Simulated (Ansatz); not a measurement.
# wB97X/def2-SVP run of C4H4Se (SMILES c1cc[se]c1)

What is the vertical ionisation energy of C4H4Se at wB97X/def2-SVP? 

The results are computed with Ansatz 0.2.0.

38 further runs of the same task are left out: 38 set aside as unsound or not needed.

## Step 1: The structure to begin with

The species is C4H4Se (9 atoms), meant as a singlet with charge 0. SMILES: `c1cc[se]c1`. Geometry: relaxed at PBE0-D4/def2-TZVP.

Bond lengths: C1–C2 1.423 Å, C2–C3 1.357 Å, C3–Se4 1.851 Å, C1–C5 1.357 Å, Se4–C5 1.851 Å, C1–H6 1.083 Å, C2–H7 1.083 Å, C3–H8 1.079 Å, C5–H9 1.079 Å. Some angles: C1–C2–C3 114.8°, C2–C1–C5 114.8°, C2–C3–Se4 111.4°, C3–Se4–C5 87.5°, C1–C5–Se4 111.4°, C1–C2–H7 122.8°, C3–C2–H7 122.4°, C2–C1–H6 122.8°, C5–C1–H6 122.4°, C2–C3–H8 127.7°.

## Step 2: The energy at wB97X/def2-SVP

The input, in.yaml:

```yaml
crystal:
  periodic: [false, false, false]
  atoms:
    - {symbol: C, position_ang: [0.161870, 0.966320, 0.120230]}
    - {symbol: C, position_ang: [0.964250, -0.189170, -0.094240]}
    - {symbol: C, position_ang: [0.270910, -1.350970, -0.203380]}
    - {symbol: Se, position_ang: [-1.550740, -1.070180, -0.035800]}
    - {symbol: C, position_ang: [-1.173010, 0.728430, 0.182560]}
    - {symbol: H, position_ang: [0.580520, 1.959720, 0.225910]}
    - {symbol: H, position_ang: [2.044320, -0.148290, -0.165330]}
    - {symbol: H, position_ang: [0.666130, -2.341940, -0.366510]}
    - {symbol: H, position_ang: [-1.964260, 1.446100, 0.336540]}
basis:
  gaussian:
    orbitals: def2-SVP
hamiltonian:
  xc: {name: wB97X}
accuracy: high
output: {orbitals: {seedname: orbitals}}
```

Run with:

```bash
$ ansatz run in.yaml --threads 1 --pin off --max-ram 3480MiB --events-out events.jsonl --progress --plain --runs-dir runs
```

Standard output:

```text
Warning: RAYON_NUM_THREADS=1 ignored (pool sized by the plan → 1); use --threads N
Functional definition: wB97X
  name "wB97X"
  parameter omega = 0.3/bohr
  parameter cx = 0.157706
  parameter cx1 = 0.726479
  parameter cx2 = 1.04760
  parameter cx3 = -5.70635
  parameter cx4 = 13.2794
  parameter css1 = -4.33879
  parameter css2 = 18.2308
  parameter css3 = -31.7430
  parameter css4 = 17.2901
  parameter cos1 = 2.37031
  parameter cos2 = -11.3995
  parameter cos3 = 6.58405
  parameter cos4 = -3.78132
  exchange = spin_sum(e_x_unif_sr(omega)*poly(b97_u_x, 1 - cx, cx1, cx2, cx3, cx4)) + cx*exact_x_sr(omega)
      + exact_x_lr(omega)
  correlation = spin_sum(e_c_pw_same_spin*poly(b97_u_same, 1, css1, css2, css3, css4))
      + integral(e_c_pw_opposite_spin*poly(b97_u_opposite, 1, cos1, cos2, cos3, cos4))
2449 factors; integrals over basis functions are off by at most 4.7e-9 eV
364 factors; integrals over basis functions are off by at most 2.4e-9 eV
mean field evaluation 1: about -69546.7363 eV, gradient 3.8e1 eV
mean field evaluation 2: about -69547.3651 eV, gradient 3.6e1 eV
mean field evaluation 4: about -69550.5821 eV, gradient 1.6e0 eV
mean field evaluation 8: about -69550.7356 eV, gradient 1.9e-1 eV
mean field evaluation 16: about -69550.7360 eV, gradient 1.9e-4 eV
mean field -69550.73603050 eV, -2555.9424059387 hartree, gradient 2.6e-8 eV, S^2 0.000000; 0 other end points of the search recorded, 0 dependent functions left out
reference -69550.73602789 eV, -2555.9424058428 hartree; 31, 31 occupied and 77, 77 virtual orbitals, 2449 factors
Total energy: -69550.73602789 eV, -2555.9424058428 hartree
```

Run time: 35 s. Hardware: 1 thread of Arm Neoverse V2, shared host; peak memory 0.68 GiB.

## Step 3: The doublet cation at the same level

The input, job.yaml:

```yaml
crystal:
  periodic: [false, false, false]
  atoms:
    - {symbol: C, position_ang: [0.161870, 0.966320, 0.120230]}
    - {symbol: C, position_ang: [0.964250, -0.189170, -0.094240]}
    - {symbol: C, position_ang: [0.270910, -1.350970, -0.203380]}
    - {symbol: Se, position_ang: [-1.550740, -1.070180, -0.035800]}
    - {symbol: C, position_ang: [-1.173010, 0.728430, 0.182560]}
    - {symbol: H, position_ang: [0.580520, 1.959720, 0.225910]}
    - {symbol: H, position_ang: [2.044320, -0.148290, -0.165330]}
    - {symbol: H, position_ang: [0.666130, -2.341940, -0.366510]}
    - {symbol: H, position_ang: [-1.964260, 1.446100, 0.336540]}
basis:
  gaussian: {orbitals: def2-SVP}
accuracy: high
output: {orbitals: {seedname: orbitals}}
total_charge: 1
hamiltonian: {xc: {name: wB97X}}
magnetization: {spin_polarized: true, initial_magnetization: 1}
```

Run with:

```bash
$ ansatz run job.yaml --threads 1 --pin off --max-ram 3480MiB --events-out events.jsonl --progress --plain --runs-dir runs
```

Standard output, cut to the lines that bear on the results:

```text
Warning: RAYON_NUM_THREADS=1 ignored (pool sized by the plan → 1); use --threads N
[... 2 set-up lines as earlier in the session ...]
[...]
      + exact_x_lr(omega)
[...]
      + integral(e_c_pw_opposite_spin*poly(b97_u_opposite, 1, cos1, cos2, cos3, cos4))
2447 factors; integrals over basis functions are off by at most 4.7e-9 eV
364 factors; integrals over basis functions are off by at most 2.4e-9 eV
[...]
mean field -69541.79247681 eV, -2555.6137364028 hartree, gradient 2.8e-8 eV, S^2 0.775742; 4 other end points of the search recorded, 0 dependent functions left out
reference -69541.79247430 eV, -2555.6137363107 hartree; 31, 30 occupied and 77, 78 virtual orbitals, 2447 factors
Total energy: -69541.79247430 eV, -2555.6137363107 hartree
```

Wall time 5.4 min (1 thread of Arm Neoverse V2, shared host); peak memory 1.2 GiB.

## Step 4: What came out

At wB97X/def2-SVP:

| quantity | value |
| --- | --- |
| singlet C4H4Se: total energy | -2555.94241 Eh |
| singlet C4H4Se: HOMO energy | -9.01 eV |
| singlet C4H4Se: LUMO energy | 1.66 eV |
| singlet C4H4Se: HOMO–LUMO gap | 10.67 eV |
| doublet cation: total energy | -2555.61374 Eh |
| doublet cation: HOMO energy (highest over α and β) | -15.06 eV |
| doublet cation: LUMO energy (lowest over α and β) | -8.74 eV |
| doublet cation: ⟨S²⟩ | 0.776 |
| vertical ionisation energy (to the doublet cation) | 8.944 eV |

**Reading.** Removing an electron at fixed nuclei costs 8.94 eV (863 kJ/mol). −ε(HOMO) before ionisation, 9.01 eV, is 0.07 eV above this ionisation energy.
